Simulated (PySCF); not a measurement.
# C4H11BBrN: magnetic properties

Aim: compute the magnetic properties of C4H11BBrN (`C=CC[B@H-](Br)[NH2+]C`).

Computed with PySCF 2.14.0 and routines of our own; the level stands in each step. Atoms count from 0.

## Step 1: The starting structure

18 atoms, charge 0, multiplicity 1; geometry from: GFN2-xTB.

## Step 2: Magnetic properties: GIAO PBE0/pcSseg-1

What the job is given:

```
{"job": {"kind": "mag", "xc": "PBE0", "basis": "pcSseg-1", "isotopologues": 2}, "charge": 0, "multiplicity": 1}
C     -2.227628     1.003706    -0.295550
C     -1.879148    -0.184808    -0.768003
C     -1.092420    -1.201650    -0.017697
B      0.486914    -1.096206    -0.423040
Br     1.637612    -2.273845     0.708722
N      0.933750     0.415501     0.004816
C      2.224295     0.871325    -0.518215
H     -2.044427     1.285855     0.731174
H     -2.764594     1.723641    -0.890638
H     -2.104954    -0.434630    -1.796898
H     -1.470373    -2.197929    -0.255088
H     -1.226277    -1.051142     1.058158
H      0.726845    -1.239677    -1.575315
H      0.168069     1.026823    -0.298550
H      0.960676     0.435278     1.025505
H      2.197912     0.859075    -1.605870
H      3.002714     0.186313    -0.183816
H      2.462276     1.878688    -0.176111
```

With the program's defaults for keys left out, this is: GIAO PBE0/pcSseg-1 magnetisability, rotational g tensor and spin-rotation constants, non-relativistic, gas phase.

Launch:

```console
$ OMP_NUM_THREADS=1 python excited_run.py task.json out
```

This one command runs all jobs of the session in turn.

Log:

```text
coarse grid: 65544 points
cycle   1  E = -2811.8927151160  dE = -5.939e-01  |g| = 7.727e-01  |ddm| = 3.690e+00
cycle   2  E = -2811.9071645946  dE = -1.445e-02  |g| = 4.728e-01  |ddm| = 9.114e-01
cycle   3  E = -2811.9445737161  dE = -3.741e-02  |g| = 1.554e-01  |ddm| = 5.234e-01
cycle   4  E = -2811.9503295755  dE = -5.756e-03  |g| = 4.407e-02  |ddm| = 1.804e-01
cycle   5  E = -2811.9507675224  dE = -4.379e-04  |g| = 1.488e-02  |ddm| = 4.537e-02
cycle   6  E = -2811.9508226430  dE = -5.512e-05  |g| = 2.142e-03  |ddm| = 1.350e-02
cycle   7  E = -2811.9508235899  dE = -9.469e-07  |g| = 8.239e-04  |ddm| = 2.471e-03
final grid: 139200 points
cycle   8  E = -2811.9508357831  dE = -4.763e-08  |g| = 1.046e-03  |ddm| = 2.654e-03
cycle   9  E = -2811.9508355985  dE =  1.846e-07  |g| = 1.373e-03  |ddm| = 1.775e-03
cycle  10  E = -2811.9508360220  dE = -4.235e-07  |g| = 1.556e-04  |ddm| = 1.041e-03
cycle  11  E = -2811.9508360276  dE = -5.633e-09  |g| = 2.133e-05  |ddm| = 1.319e-04
cycle  12  E = -2811.9508360277  dE = -1.096e-10  |g| = 6.183e-06  |ddm| = 2.347e-05
converged SCF energy = -2811.9508360277

Magnetisability tensor (1e-30 J/T^2)
    -1653.09      -36.07       39.07
      -36.07    -1566.30       43.83
       39.07       43.83    -1552.26
isotropic -1590.55   principal values   -1686.84  -1570.29  -1514.52
isotropic susceptibility -95.785 1e-6 cm^3/mol

Inertial axes            a          b          c
rot. const./GHz      2.5636     0.9375     0.7289
chi total           -95.145    -99.820    -92.391
chi diamagnetic    -612.414  -1328.391  -1700.386
chi paramagnetic    517.269   1228.571   1607.995
quadrupole/D A       -7.408      7.682     -0.275
g nuclear            0.6214     0.5387     0.5478
g electronic        -0.6230    -0.5411    -0.5506
g total             -0.0015    -0.0024    -0.0028

Spin-rotation constants (kHz, H = +C I.J)
atom  isotope        aa         bb         cc
  3    11B        0.493      0.165      0.135
  4   79Br        1.353      0.789      0.365
  5    14N        0.141      0.060      0.032
  7     1H       -0.245     -0.104      0.050
  8     1H        0.140     -0.093     -0.063
  9     1H       -0.227     -0.096      0.065
 10     1H       -0.255      0.011     -0.063
 11     1H       -0.300     -0.101      0.024
 12     1H       -0.253     -0.080      0.027
 13     1H        0.044     -0.088     -0.074
 14     1H       -0.304     -0.110      0.004
 15     1H       -0.258     -0.102      0.013
 16     1H        0.108     -0.101     -0.074
 17     1H       -0.241     -0.028     -0.049
  0    13C*       0.866      0.153      0.257
  1    13C*       1.042      0.170      0.343
  2    13C*       0.380      0.176      0.138
  6    13C*       0.452      0.129      0.117
* in the singly substituted isotopologue

Isotopologues: g along a, b, c
2H    at 7,8,9,10,11,12    -0.0014    -0.0024    -0.0027
13C   at 0                 -0.0015    -0.0024    -0.0028
```

Run time: 63 s. Hardware: 1 thread of Intel Xeon Platinum 8259CL at 2.50GHz, shared host; peak memory 1 GiB.

From this job:

| quantity | value |
| --- | --- |
| magnetisability | -1591·10⁻³⁰ J/T² |
| molar susceptibility | -95.8·10⁻⁶ cm³/mol |
| rotational g (a, b, c) | -0.0015, -0.0024, -0.0028 |

## Step 3: Magnetic properties: GIAO revPBE/STO-3G in chloroform

The job, as its differences from that of step 2:

```diff
@@ -1,2 +1,2 @@
-{"job": {"kind": "mag", "xc": "PBE0", "basis": "pcSseg-1", "isotopologues": 2}, "charge": 0, "multiplicity": 1}
+{"job": {"kind": "mag", "xc": "revPBE", "basis": "STO-3G", "solvent": "chloroform"}, "charge": 0, "multiplicity": 1}
 C     -2.227628     1.003706    -0.295550
```

Level: GIAO revPBE/STO-3G magnetisability, non-relativistic, IEF-PCM chloroform.

Log:

```text
coarse grid: 65544 points
cycle   1  E = -2781.4364800060  dE = -2.876e+00  |g| = 3.113e-01  |ddm| = 5.098e+00
cycle   2  E = -2781.4720255923  dE = -3.555e-02  |g| = 2.202e-01  |ddm| = 1.197e+00
cycle   3  E = -2781.4891117555  dE = -1.709e-02  |g| = 6.440e-02  |ddm| = 4.477e-01
cycle   4  E = -2781.4903390478  dE = -1.227e-03  |g| = 2.206e-02  |ddm| = 1.070e-01
cycle   5  E = -2781.4904767853  dE = -1.377e-04  |g| = 7.800e-03  |ddm| = 3.622e-02
cycle   6  E = -2781.4904961751  dE = -1.939e-05  |g| = 1.181e-03  |ddm| = 1.087e-02
cycle   7  E = -2781.4904966266  dE = -4.514e-07  |g| = 2.442e-04  |ddm| = 1.947e-03
final grid: 139200 points
cycle   8  E = -2781.4904211880  dE =  6.164e-09  |g| = 3.321e-04  |ddm| = 7.673e-04
cycle   9  E = -2781.4904211640  dE =  2.400e-08  |g| = 4.452e-04  |ddm| = 9.318e-04
cycle  10  E = -2781.4904212187  dE = -5.472e-08  |g| = 1.796e-05  |ddm| = 5.340e-04
cycle  11  E = -2781.4904212188  dE = -9.095e-11  |g| = 7.894e-06  |ddm| = 3.179e-05
converged SCF energy = -2781.4904212188

Magnetisability tensor (1e-30 J/T^2)
    -1634.01      -75.61       63.89
      -75.61    -1548.80       24.66
       63.89       24.66    -1486.51
isotropic -1556.44   principal values   -1699.69  -1507.15  -1462.48
isotropic susceptibility -93.731 1e-6 cm^3/mol

Inertial axes            a          b          c
rot. const./GHz      2.5636     0.9375     0.7289
chi total           -90.711   -100.982    -89.500
chi diamagnetic    -602.752  -1319.799  -1691.013
chi paramagnetic    512.041   1218.817   1601.513
quadrupole/D A       -8.177      8.729     -0.552
```

Wall time 16 s (1 thread of Intel Xeon Platinum 8259CL at 2.50GHz, shared host); peak memory 0.59 GiB.

From this job:

| quantity | value |
| --- | --- |
| magnetisability | -1556·10⁻³⁰ J/T² |
| molar susceptibility | -93.7·10⁻⁶ cm³/mol |

## Step 4: What came out

```
                                           quantity                      value
       magnetisability (step 2, GIAO PBE0/pcSseg-1)           -1591·10⁻³⁰ J/T²
  molar susceptibility (step 2, GIAO PBE0/pcSseg-1)         -95.8·10⁻⁶ cm³/mol
rotational g (a, b, c) (step 2, GIAO PBE0/pcSseg-1)  -0.0015, -0.0024, -0.0028
```

**Reading.** Steps that list no spin-orbit terms leave them out, which matters at and beside the heavy atoms. Vibrational averaging and real surroundings are missing from these values.
